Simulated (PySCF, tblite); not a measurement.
**C₃H₇B− (doublet): geometry, infrared bands and EPR parameters**

What infrared bands and EPR parameters should C₃H₇B− (doublet) (`[BH2-]C(=C)C`) show?

Computed with tblite 0.8.0 and PySCF 2.14.0, with density-fitted response routines of our own, on a single molecule in the gas phase. Atoms are numbered from 0 throughout.

### Step 1. Starting geometry

11 atoms, charge -1, multiplicity 2; geometry from: force field or distance geometry start.

Bonds of the start (Å): B0–C1 1.58, C1–C2 1.34, C1–C3 1.50, B0–H4 1.18, B0–H5 1.17, C2–H6 1.08, C2–H7 1.11, C3–H8 1.14, C3–H9 1.11, C3–H10 1.11.

### Step 2. Optimising the geometry with GFN2-xTB

Job settings and geometry (Å):

```
{"job": {"kind": "relax", "xc": "GFN2-xTB", "basis": "xTB"}, "charge": -1, "multiplicity": 2}
B     -1.009200     1.212200     0.446500
C     -0.226900    -0.073900    -0.032100
C     -0.898500    -1.187000    -0.347700
C      1.268100    -0.078000    -0.112600
H     -0.887500     2.114900    -0.306300
H     -0.803000     1.493300     1.568100
H     -0.390600    -2.084000    -0.680900
H     -2.002200    -1.190400    -0.292200
H      1.680200    -0.095100     0.945000
H      1.622600    -0.974900    -0.663300
H      1.652400     0.865600    -0.550200
```

Started as:

```bash
$ OMP_NUM_THREADS=1 python probes_run.py task.json out
```

This one command runs all jobs of the session in turn.

**Question.** This job is followed by: GFN2-xTB harmonic vibrations, gas phase; UKS B3LYP, pcH-1 on B C H, non-relativistic, mean-field spin-orbit, GIAO. What will the session give for the following? strongest single infrared mode (GFN2-xTB); zero-point energy (GFN2-xTB); g(iso) (B3LYP); ⟨S²⟩; largest a(iso) (averaged by class).

As calculated:

| quantity | value |
| --- | --- |
| strongest single infrared mode (GFN2-xTB) | 2220 cm⁻¹, 608 km/mol |
| zero-point energy (GFN2-xTB) | 52.8 kcal/mol |
| g(iso) (B3LYP) | 2.00249 |
| ⟨S²⟩ | 0.763 (exact 0.75) |
| largest a(iso) (averaged by class) | 13C on C2, 44.7 MHz |

The optimisation took 85 steps and gained 1.436 eV; among the close pairs (by a distance rule), B0–C1 changed most, from 1.580 to 1.492 Å. All 27 modes are real, so the xTB geometry is a minimum. The strongest single mode, at 2220 cm⁻¹, moves mainly H4. GFN2-xTB is a fitted tight-binding method: band positions and strengths are rough. Its intensities can rank the bands wrongly. The largest spin populations lie on B0 (0.65 e), C2 (0.57 e). The isotropic g lies 0.2 ppt above the free-electron value. The records flag this anion as possibly unbound in the gas phase, so the basis may hold the extra electron. The conformer search found further structures of the same energy, which may be mirror or relabelled copies of this one.
